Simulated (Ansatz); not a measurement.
# CH8OSSi2: the cost of one run

All numbers below are computed with Ansatz 0.2.0 (RKS PBE0/def2-SVP).

## Step 1: Starting point

Bond lengths: O1–C2 1.383 Å, C2–Si3 1.858 Å, Si3–Si4 2.245 Å, Si4–S5 2.145 Å, O1–H6 1.029 Å, C2–H7 1.103 Å, C2–H8 1.111 Å, Si3–H9 1.509 Å, Si3–H10 1.522 Å, Si4–H11 1.572 Å, Si4–H12 1.451 Å, S5–H13 1.394 Å. Angles (14 of 20 angles, heavy atoms first): O1–C2–Si3 114.8°, C2–Si3–Si4 110.8°, Si3–Si4–S5 113.1°, O1–C2–H7 110.6°, O1–C2–H8 108.7°, Si3–C2–H7 109.0°, Si3–C2–H8 108.8°, C2–O1–H6 107.7°, C2–Si3–H9 109.4°, C2–Si3–H10 107.8°, Si4–Si3–H9 114.3°, Si4–Si3–H10 109.7°, Si3–Si4–H11 109.1°, Si3–Si4–H12 112.6°.

Structure file:

```xyz
13

O    -1.2618    0.6562    1.5178
C     0.1023    0.7458    1.3098
Si    0.8609   -0.7234    0.4625
Si   -0.0403   -1.0262   -1.5716
S    -0.1421    0.7799   -2.7239
H    -1.5547    1.4933    2.0405
H     0.3497    1.6565    0.7382
H     0.6029    0.8918    2.2908
H     0.7698   -1.9266    1.3687
H     2.3545   -0.4651    0.3298
H    -1.5304   -1.4984   -1.4091
H     0.6498   -2.0447   -2.3416
H    -1.1402    1.4260   -1.9971
```

## Step 2: Relaxing end A

input.yaml reads:

```yaml
crystal:
  periodic: [false, false, false]
  atoms:
    - { symbol: O, position_ang: [-1.2618, 0.6562, 1.5178] }
    - { symbol: C, position_ang: [0.1023, 0.7458, 1.3098] }
    - { symbol: Si, position_ang: [0.8609, -0.7234, 0.4625] }
    - { symbol: Si, position_ang: [-0.0403, -1.0262, -1.5716] }
    - { symbol: S, position_ang: [-0.1421, 0.7799, -2.7239] }
    - { symbol: H, position_ang: [-1.5547, 1.4933, 2.0405] }
    - { symbol: H, position_ang: [0.3497, 1.6565, 0.7382] }
    - { symbol: H, position_ang: [0.6029, 0.8918, 2.2908] }
    - { symbol: H, position_ang: [0.7698, -1.9266, 1.3687] }
    - { symbol: H, position_ang: [2.3545, -0.4651, 0.3298] }
    - { symbol: H, position_ang: [-1.5304, -1.4984, -1.4091] }
    - { symbol: H, position_ang: [0.6498, -2.0447, -2.3416] }
    - { symbol: H, position_ang: [-1.1402, 1.426, -1.9971] }
basis:
  gaussian: { orbitals: def2-SVP }
hamiltonian:
  xc: pbe0
relax:
  f_tol: 0.015
  max_steps: 40
```

Run with:

```sh
$ ansatz run input.yaml --threads 2 --pin off --max-ram 3072MiB --backend cpu --events-out ev --progress --plain --runs-dir out
```

**Question.** How long does this run take on 2 threads of Intel Xeon Platinum 8488C (Sapphire Rapids), shared host, and how much memory does it need?

About 74 s, with a peak of 0.31 GiB.
